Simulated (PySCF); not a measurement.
# C7H10ClF: magnetic properties

Aim: compute the magnetic properties of C7H10ClF (`CC[C@@]1(CF)C/C1=C\Cl`).

Programs: PySCF 2.14.0, with routines of our own; each step states its level. All values are computed. Atoms count from 0.

## 1. The system as given

19 atoms, charge 0, multiplicity 1; geometry from: GFN2-xTB.

## 2. Magnetic properties: GIAO BHandHLYP/pcSseg-1

What the job is given:

```
{"job": {"kind": "mag", "xc": "BHandHLYP", "basis": "pcSseg-1", "isotopologues": 0}, "charge": 0, "multiplicity": 1}
C     -2.276856    -0.561721     0.250694
C     -0.984522    -0.665790    -0.555441
C      0.120027     0.218161     0.000314
C     -0.078104     1.702300    -0.221892
F     -0.110893     1.989247    -1.567117
C      0.827030    -0.207587     1.276024
C      1.505742    -0.283628    -0.021132
C      2.570052    -0.574867    -0.718985
Cl     4.014619    -1.197306     0.012590
H     -2.091349    -0.778034     1.300551
H     -3.006748    -1.274950    -0.123607
H     -2.709074     0.432708     0.174688
H     -1.170291    -0.380742    -1.593039
H     -0.637180    -1.700648    -0.551731
H     -1.030870     2.049074     0.192208
H      0.747887     2.281943     0.201685
H      0.517760    -1.131736     1.743872
H      1.140106     0.549997     1.981062
H      2.642860    -0.457169    -1.788206
```

Method: GIAO BHandHLYP/pcSseg-1 magnetisability, rotational g tensor and spin-rotation constants, non-relativistic, gas phase.

Launch:

```
$ OMP_NUM_THREADS=1 python excited_run.py task.json out
```

One launch serves the whole session: the jobs run in the order shown.

Log:

```text
coarse grid: 16512 points
cycle   1  E = -832.3437064430  dE =  1.558e+00  |g| = 5.535e-01  |ddm| = 3.902e+00
cycle   2  E = -832.3630711135  dE = -1.936e-02  |g| = 5.521e-01  |ddm| = 9.393e-01
cycle   3  E = -832.4117272675  dE = -4.866e-02  |g| = 5.448e-02  |ddm| = 4.482e-01
cycle   4  E = -832.4122922087  dE = -5.649e-04  |g| = 1.959e-02  |ddm| = 6.949e-02
cycle   5  E = -832.4123764782  dE = -8.427e-05  |g| = 5.160e-03  |ddm| = 2.422e-02
cycle   6  E = -832.4123827624  dE = -6.284e-06  |g| = 1.551e-03  |ddm| = 7.326e-03
final grid: 155528 points
cycle   7  E = -832.4607319384  dE = -2.565e-05  |g| = 3.818e-03  |ddm| = 2.660e-02
cycle   8  E = -832.4607326301  dE = -6.917e-07  |g| = 3.552e-03  |ddm| = 6.526e-03
cycle   9  E = -832.4607352504  dE = -2.620e-06  |g| = 3.446e-04  |ddm| = 3.135e-03
cycle  10  E = -832.4607352676  dE = -1.725e-08  |g| = 1.576e-04  |ddm| = 4.429e-04
cycle  11  E = -832.4607352726  dE = -5.029e-09  |g| = 2.609e-05  |ddm| = 1.717e-04
cycle  12  E = -832.4607352728  dE = -1.614e-10  |g| = 1.109e-05  |ddm| = 4.583e-05
converged SCF energy = -832.4607352728

Magnetisability tensor (1e-30 J/T^2)
    -1615.73      -48.73      -24.19
      -48.73    -1698.54       -8.88
      -24.19       -8.88    -1584.23
isotropic -1632.83   principal values   -1723.51  -1606.42  -1568.57
isotropic susceptibility -98.332 1e-6 cm^3/mol

Inertial axes            a          b          c
rot. const./GHz      2.2695     0.6844     0.5934
chi total           -96.190   -100.555    -98.249
chi diamagnetic    -654.953  -1785.350  -2033.451
chi paramagnetic    558.763   1684.795   1935.201
quadrupole/D A       -5.828     -0.983      6.811
g nuclear            0.5832     0.5384     0.5347
g electronic        -0.5958    -0.5417    -0.5394
g total             -0.0125    -0.0033    -0.0048

Spin-rotation constants (kHz, H = +C I.J)
atom  isotope        aa         bb         cc
  4    19F        0.494      0.114      0.225
  8   35Cl        0.294      0.178      0.164
  9     1H       -0.233     -0.044     -0.023
 10     1H       -0.193     -0.047     -0.028
 11     1H       -0.108     -0.038     -0.057
 12     1H       -0.215     -0.036     -0.018
 13     1H       -0.154     -0.035     -0.053
 14     1H        0.100     -0.067     -0.049
 15     1H       -0.103     -0.051     -0.023
 16     1H       -0.267      0.012     -0.067
 17     1H       -0.263     -0.074      0.006
 18     1H       -0.237     -0.019      0.011
  0    13C*       0.298      0.097      0.075
  1    13C*       0.342      0.112      0.091
  2    13C*       0.495      0.087      0.084
  3    13C*       0.636      0.162      0.126
  5    13C*       0.313      0.079      0.088
  6    13C*       0.999      0.165      0.190
  7    13C*       0.781      0.177      0.178
* in the singly substituted isotopologue
```

Run time: 49 s. Hardware: 1 thread of Arm Neoverse V2, shared host; peak memory 0.98 GiB.

Key values:

| quantity | value |
| --- | --- |
| magnetisability | -1633·10⁻³⁰ J/T² |
| molar susceptibility | -98.3·10⁻⁶ cm³/mol |
| rotational g (a, b, c) | -0.0125, -0.0033, -0.0048 |

## 3. Magnetic properties: GIAO BLYP/6-31G* in chloroform, grid 4

Settings changed since step 2:

```diff
@@ -1,2 +1,2 @@
-{"job": {"kind": "mag", "xc": "BHandHLYP", "basis": "pcSseg-1", "isotopologues": 0}, "charge": 0, "multiplicity": 1}
+{"job": {"kind": "mag", "xc": "BLYP", "basis": "6-31G*", "grid": 4, "solvent": "chloroform"}, "charge": 0, "multiplicity": 1}
 C     -2.276856    -0.561721     0.250694
```

Level: GIAO BLYP/6-31G* magnetisability, non-relativistic, IEF-PCM chloroform.

Log:

```text
coarse grid: 16512 points
cycle   1  E = -832.4966464300  dE =  9.817e-01  |g| = 7.302e-01  |ddm| = 4.203e+00
cycle   2  E = -832.3467939798  dE =  1.499e-01  |g| = 1.126e+00  |ddm| = 2.003e+00
cycle   3  E = -832.6126321011  dE = -2.658e-01  |g| = 1.742e-01  |ddm| = 1.326e+00
cycle   4  E = -832.6190500168  dE = -6.418e-03  |g| = 7.304e-02  |ddm| = 2.303e-01
cycle   5  E = -832.6202582289  dE = -1.208e-03  |g| = 2.683e-02  |ddm| = 9.002e-02
cycle   6  E = -832.6204180893  dE = -1.599e-04  |g| = 6.732e-03  |ddm| = 3.315e-02
cycle   7  E = -832.6204278997  dE = -9.810e-06  |g| = 1.929e-03  |ddm| = 9.117e-03
final grid: 414864 points
cycle   8  E = -832.5353180392  dE = -1.966e-05  |g| = 1.551e-02  |ddm| = 4.356e-02
cycle   9  E = -832.5351955475  dE =  1.225e-04  |g| = 2.759e-02  |ddm| = 4.579e-02
cycle  10  E = -832.5353728157  dE = -1.773e-04  |g| = 3.965e-03  |ddm| = 3.255e-02
cycle  11  E = -832.5353765021  dE = -3.686e-06  |g| = 7.928e-04  |ddm| = 4.154e-03
cycle  12  E = -832.5353766335  dE = -1.314e-07  |g| = 2.892e-04  |ddm| = 1.019e-03
cycle  13  E = -832.5353766541  dE = -2.058e-08  |g| = 4.101e-05  |ddm| = 3.403e-04
cycle  14  E = -832.5353766544  dE = -3.752e-10  |g| = 1.235e-05  |ddm| = 6.317e-05
converged SCF energy = -832.5353766544

Magnetisability tensor (1e-30 J/T^2)
    -1539.99      -46.01      -24.22
      -46.01    -1619.05       -9.68
      -24.22       -9.68    -1522.67
isotropic -1560.57   principal values   -1643.21  -1537.00  -1501.49
isotropic susceptibility -93.980 1e-6 cm^3/mol

Inertial axes            a          b          c
rot. const./GHz      2.2695     0.6844     0.5934
chi total           -91.707    -95.953    -94.280
chi diamagnetic    -652.114  -1784.022  -2031.319
chi paramagnetic    560.408   1688.069   1937.040
quadrupole/D A       -7.083      0.327      6.756
```

Wall time 56 s (1 thread of Arm Neoverse V2, shared host); peak memory 0.66 GiB.

In short:

| quantity | value |
| --- | --- |
| magnetisability | -1561·10⁻³⁰ J/T² |
| molar susceptibility | -94.0·10⁻⁶ cm³/mol |

## 4. What came out

```
                                                quantity                      value
       magnetisability (step 2, GIAO BHandHLYP/pcSseg-1)           -1633·10⁻³⁰ J/T²
  molar susceptibility (step 2, GIAO BHandHLYP/pcSseg-1)         -98.3·10⁻⁶ cm³/mol
rotational g (a, b, c) (step 2, GIAO BHandHLYP/pcSseg-1)  -0.0125, -0.0033, -0.0048
```

What this shows: The values above hold for this geometry and these levels alone. Vibrational averaging and real surroundings are missing from these values.
